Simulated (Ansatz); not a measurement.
# BaLi2MgP2O8: the cost of one run

Computed with Ansatz 0.2.0 (DFT, PBE, plane-wave PAW, default files, scalar-relativistic, as far as a step names no other, unless a step's input says otherwise).

1 further run of the same task is left out (it didn't finish).

## 1. The system as given

Symmetry: P-3, No. 147, trigonal system. Conventional cell: a = 5.101 Å, b = 5.101 Å, c = 7.196 Å, α = 90.00°, β = 90.00°, γ = 120.00°. Around Ba (site symmetry -3) lie 12 O at 2.87 to 2.96 Å. Around Li (site symmetry 3) lie 4 O at 2.00 to 2.19 Å. Around Mg (site symmetry -3) lie 6 O at 2.13 Å. P (site symmetry 3) is surrounded by 4 O at 1.55 to 1.56 Å. O (site symmetry 3) is surrounded by 1 P at 1.55 Å and 1 Li at 2.19 Å. Around O (site symmetry 1) lie 1 P at 1.56 Å and 1 Li at 2.00 Å and 1 Mg at 2.13 Å.

Structure file:

```
Ba Li Mg P O
1.0
     5.10078    0.00000    0.00000
    -2.55039    4.41740    0.00000
     0.00000    0.00000    7.19634
Ba Li Mg P O
1 2 1 2 8
Cartesian
  0.0000 0.0000 3.5982
  2.5504 1.4725 1.6627
  0.0000 2.9449 5.5337
  0.0000 0.0000 0.0000
  2.5504 1.4725 5.4058
  0.0000 2.9449 1.7905
  2.5504 1.4725 3.8568
  0.0000 2.9449 3.3395
  1.0815 1.3056 5.9103
  3.1404 2.8280 5.9103
  3.4293 0.2837 5.9103
  1.4689 3.1118 1.2861
  -0.5900 1.5894 1.2861
  -0.8789 4.1337 1.2861
```

## 2. Single point at the given positions

input.yaml

```yaml
crystal:
  lattice:
    - [5.1007754847, 0.0, 0.0]
    - [-2.5503877424, 4.4174011488, 0.0]
    - [0.0, 0.0, 7.196345]
  atoms:
    - { symbol: Ba, position: [0.0, 0.0, 0.5] }
    - { symbol: Li, position: [0.6666666667, 0.3333333333, 0.231045] }
    - { symbol: Li, position: [0.3333333333, 0.6666666667, 0.768955] }
    - { symbol: Mg, position: [0.0, 0.0, 0.0] }
    - { symbol: P, position: [0.6666666667, 0.3333333333, 0.751189] }
    - { symbol: P, position: [0.3333333333, 0.6666666667, 0.248811] }
    - { symbol: O, position: [0.6666666667, 0.3333333333, 0.535941] }
    - { symbol: O, position: [0.3333333333, 0.6666666667, 0.464059] }
    - { symbol: O, position: [0.359801, 0.295568, 0.821288] }
    - { symbol: O, position: [0.935767, 0.640199, 0.821288] }
    - { symbol: O, position: [0.704432, 0.064233, 0.821288] }
    - { symbol: O, position: [0.640199, 0.704432, 0.178712] }
    - { symbol: O, position: [0.064233, 0.359801, 0.178712] }
    - { symbol: O, position: [0.295568, 0.935767, 0.178712] }
kpoints:
  mp_grid: { grid: [5, 5, 3] }
scf:
  occupations: { method: fermi_dirac, width: 0.02 }
hamiltonian:
  xc: pbe
  pseudopotentials: { kind: paw }
output:
  forces: true
  stress: true
  populations: true
  efg:
    quadrupole_moments_barn: { Ba: 0.236, Li: -0.0401, Mg: 0.1994, O: -0.02558 }
    contact_densities: true
```

Command:

```console
ansatz run input.yaml --threads 1 --pin off --max-ram 2560MiB --backend cpu --events-out ev --progress --plain --runs-dir out
```

Q: Estimate wall time and peak memory on 1 thread of Intel Xeon Platinum 8375C at 2.90GHz (Ice Lake), shared host.

About 14 s, with a peak of 0.6 GiB.
